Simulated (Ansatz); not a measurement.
I need a frozen displacement of one atom of CaMg, space group Pmma. Use the Python package of Ansatz (0.2.0). Level of theory (first run): PBEsol, PAW, cutoff 510 eV, 4×6×4 k-points, cold smearing of 0.1 eV.

```cif
data_structure
_symmetry_space_group_name_H-M 'P 1'
_symmetry_Int_Tables_number 1
_cell_length_a 5.6626
_cell_length_b 3.8897
_cell_length_c 5.6842
_cell_angle_alpha 90.000
_cell_angle_beta 90.000
_cell_angle_gamma 90.000
_cell_volume 125.20
loop_
_atom_site_label
_atom_site_type_symbol
_atom_site_fract_x
_atom_site_fract_y
_atom_site_fract_z
_atom_site_occupancy
Ca1 Ca 0.75000 0.50000 0.74543 1
Ca2 Ca 0.25000 0.50000 0.25457 1
Mg1 Mg 0.75000 0.00000 0.24229 1
Mg2 Mg 0.25000 0.00000 0.75771 1
```

The script, `push.py`:
```python
# -*- coding: utf-8 -*-
'''Frozen displacement of one atom in CaMg.'''

import ansatz as az
import numpy as np

FUNCTIONAL = 'pbesol'
CUTOFF = 510
KMESH = (4, 6, 4)
OCCUPATIONS = 'cold'
TOLERANCE = 1e-10

camg = (
    az.Lattice.of([5.662578, 0.0, 0.0], [0.0, 3.889713, 0.0], [0.0, 0.0, 5.684203])
    .atom('Ca', [0.75, 0.5, 0.74543])
    .atom('Ca', [0.25, 0.5, 0.25457])
    .atom('Mg', [0.75, 0.0, 0.242288])
    .atom('Mg', [0.25, 0.0, 0.757712])
)

inverse = np.linalg.inv(np.array(camg.lattice.vectors))
home = np.array(camg.sites[2].position)
values = np.linspace(-0.02, 0.02, 5)
energies, pulls = [], []
for shift in values:
    moved = camg.move(2, to=home + shift * inverse[1])
    job = (
        moved.calculation()
        .functional(FUNCTIONAL)
        .basis(CUTOFF)
        .kpoints(mesh=KMESH)
        .occupations(OCCUPATIONS)  # smearing steadies the SCF of a metal
        .scf(tolerance=TOLERANCE)
        .forces()  # eV per angstrom
    )
    r = job.run().report
    energies.append(r['free_energy_ev'])
    pulls.append(r['forces_ev_ang'][2][1])

# the force is minus the slope of the free energy
print('shift (A)   dE (eV)   force along y (eV/A)')
for shift, e, f in zip(values, energies, pulls):
    print(f'{shift:8.3f} {e - energies[2]:10.5f} {f:12.4f}')
print(f'stiffness from energies {2 * np.polyfit(values, energies, 2)[0]:.3f}, from forces {-np.polyfit(values, pulls, 1)[0]:.3f} eV/A^2')
```

Running `python push.py` prints:
```text
shift (A)   dE (eV)   force along y (eV/A)
  -0.020    0.00046       0.0461
  -0.010    0.00012       0.0230
   0.000    0.00000       0.0000
   0.010    0.00012      -0.0230
   0.020    0.00046      -0.0461
stiffness from energies 2.305, from forces 2.305 eV/A^2
```

The curvature of the energy gives 2.305 eV/Å² and the slope of the force 2.305 eV/Å², a positive curvature.

Caveats:
- For a metal this k-point mesh is coarse: on a finer one energies can move by several to tens of meV an atom and pressures by half a GPa or more, differences at one mesh by less.
- In a metal a curvature from energy changes of a few meV or less hangs on mesh and smearing, in size and even in sign.
- This cell is a computed structure, which may not be the phase found in nature.
- All periodic images of the atom move with it, so the curvature is one diagonal element of the zone-centre force constants and no normal mode; a positive value doesn't exclude soft modes in which several atoms move.
- It ran for 56 s on 1 thread of Arm Neoverse V2 (shared host), peak memory 0.48 GiB.
